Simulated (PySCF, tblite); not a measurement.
# C7H16AlN: geometry, infrared bands, NMR shifts and electronic excitations

Wanted: the infrared bands, NMR shifts and electronic excitations of C7H16AlN (`C=C[C@@H]1C[CH2][AlH2-][N+]1(C)C`), by calculation.

Programs: tblite 0.8.0 and PySCF 2.14.0, with density-fitted response routines of our own. Each step states its level of theory. These are calculated values for one molecule in the gas phase, unless marked as measured. Atoms count from 0, in the outputs and in this text.

**1. The molecule as given**

25 atoms, charge 0, multiplicity 1; geometry from: force field or distance geometry start.

Bonds of the start (Å): C0–C1 1.34, C1–C2 1.45, C2–C3 1.52, C3–C4 1.53, C4–Al5 2.00, Al5–N6 1.94, N6–C7 1.42, N6–C8 1.43, N6–C2 1.43, C0–H9 1.06, C0–H10 1.08, C1–H11 1.11, C2–H12 1.12, C3–H13 1.12, C3–H14 1.09, C4–H15 1.12, C4–H16 1.10, Al5–H17 1.59, Al5–H18 1.59, C7–H19 1.10, C7–H20 1.12, C7–H21 1.11, C8–H22 1.12, C8–H23 1.11, C8–H24 1.09.

**2. Optimising the geometry with GFN2-xTB**

What the job is given:

```
{"job": {"kind": "relax", "xc": "GFN2-xTB", "basis": "xTB"}, "charge": 0, "multiplicity": 1}
C      2.710000    -0.902000     0.031800
C      1.742800     0.019800     0.185500
C      0.533600     0.094400    -0.618200
C      0.215000     1.563000    -0.822300
C     -0.126800     2.169500     0.537100
Al    -1.025600     0.588400     1.372200
N     -0.625100    -0.574200    -0.124400
C     -0.445100    -1.909800     0.313700
C     -1.758800    -0.547500    -0.998500
H      2.691400    -1.672200    -0.693400
H      3.551600    -0.842500     0.709800
H      1.859000     0.767200     0.991400
H      0.726800    -0.297500    -1.647900
H      1.163000     2.054100    -1.155400
H     -0.538900     1.779900    -1.581400
H     -0.884900     2.982900     0.445000
H      0.756600     2.487900     1.115800
H     -0.290800     0.102900     2.697400
H     -2.583500     0.822700     1.553300
H      0.562000    -2.333200     0.172500
H     -1.145300    -2.554900    -0.273800
H     -0.804500    -1.994500     1.361900
H     -2.613500    -0.956900    -0.407100
H     -1.609200    -1.271800    -1.830400
H     -2.070600     0.448600    -1.325600
```

The run is started by

```console
$ OMP_NUM_THREADS=1 python probes_run.py task.json out
```

This one command runs all jobs of the session in turn.

**Question.** This job is followed by: GFN2-xTB harmonic vibrations, gas phase; PBE0-D3(BJ)/def2-SVP geometry optimisation, gas phase; GIAO PBE0/pcSseg-1 NMR shielding, non-relativistic, gas phase; TDDFT CAM-B3LYP/def2-SVPD, vertical, gas phase, core orbitals frozen in the response; GIAO HF/pcSseg-1 NMR shielding, non-relativistic, gas phase. Predict these results of the whole session: strongest single infrared mode (GFN2-xTB); zero-point energy (GFN2-xTB); point group; rotational constants (main isotopes); 13C shifts against TMS (PBE0/pcSseg-1); 1H shifts against TMS (PBE0/pcSseg-1, means over atoms taken as alike); 27Al shifts against AlH4- (PBE0/pcSseg-1); 15N shifts against NH3 (PBE0/pcSseg-1); surface potential, 1st and 99th percentile; lowest singlet (CAM-B3LYP/def2-SVPD); brightest single state of those computed; lowest triplet; vertical ionisation energy (ΔSCF); range of the shift of N6.

As calculated:

```
                                                              quantity                                                                       value
                             strongest single infrared mode (GFN2-xTB)                                                        803 cm⁻¹, 480 km/mol
                                          zero-point energy (GFN2-xTB)                                                              130.8 kcal/mol
                                                           point group                                                                          C1
                                  rotational constants (main isotopes)                                                        1.66, 1.25, 1.01 GHz
                                13C shifts against TMS (PBE0/pcSseg-1)                              148.4, 125.6, 79.1, 47.0, 46.5, 33.5, -0.6 ppm
1H shifts against TMS (PBE0/pcSseg-1, means over atoms taken as alike)  6.65, 5.49, 5.46, 4.24, 4.10, 2.40, 2.36, 2.29, 2.01, 1.88, 0.33, 0.15 ppm
                             27Al shifts against AlH4- (PBE0/pcSseg-1)                                                                    97.0 ppm
                                15N shifts against NH3 (PBE0/pcSseg-1)                                                                    56.8 ppm
                                 surface potential, 1st and 99th percentile                                                          -1.26 V and 1.11 V
                                  lowest singlet (CAM-B3LYP/def2-SVPD)                                                 6.36 eV (195 nm), f = 0.025
                              brightest single state of those computed                                                 state 7, 7.33 eV, f = 0.398
                                                        lowest triplet                                                                     4.35 eV
                                     vertical ionisation energy (ΔSCF)                                                                     8.79 eV
                                              range of the shift of N6                                                            31.0 to 56.8 ppm
```

**Reading.** Over 105 steps the energy fell by 1.241 eV; of the close pairs, Al5–N6 changed most, 1.937 to 2.069 Å (GFN2-xTB). All 69 modes are real, so the xTB geometry is a minimum. The strongest single mode, at 803 cm⁻¹, moves mainly H17 and H18. Unscaled tight-binding wavenumbers are off by several per cent, some by more. Its intensities can rank the bands wrongly. Over 9 steps the energy fell by 0.375 eV; of the close pairs, C3–H13 changed most, 1.048 to 1.104 Å (PBE0/def2-SVP). No frequency check was run at this level, so the end point may be a saddle. The most deshielded carbon is C1 (alkene CH), at 148.4 ppm: the olefinic region. H11 (hydrogen on an alkene CH) lies farthest downfield among hydrogen, at 6.65 ppm; attached to an sp2 carbon and in the plane of the double bond. At PBE0/pcSseg-1: Shielding is most anisotropic at C1 (span 250 ppm, paramagnetic term -223 ppm). The lowest singlet, at 6.36 eV, is HOMO→LUMO 0.69, HOMO→LUMO+2 0.16 and is weak; of the 10 states computed, the strongest absorption comes from state 7 at 7.33 eV. The lowest triplet lies 2.01 eV below the lowest singlet (triplets in Tamm-Dancoff, singlets in full TDDFT). ΔSCF puts the ionisation energy at 8.79 eV, 0.63 eV above −ε(HOMO). In ppm, N6 moves most: its shift spreads over 25.8 ppm, from 31.0 (HF/pcSseg-1) to 56.8 (PBE0/pcSseg-1).
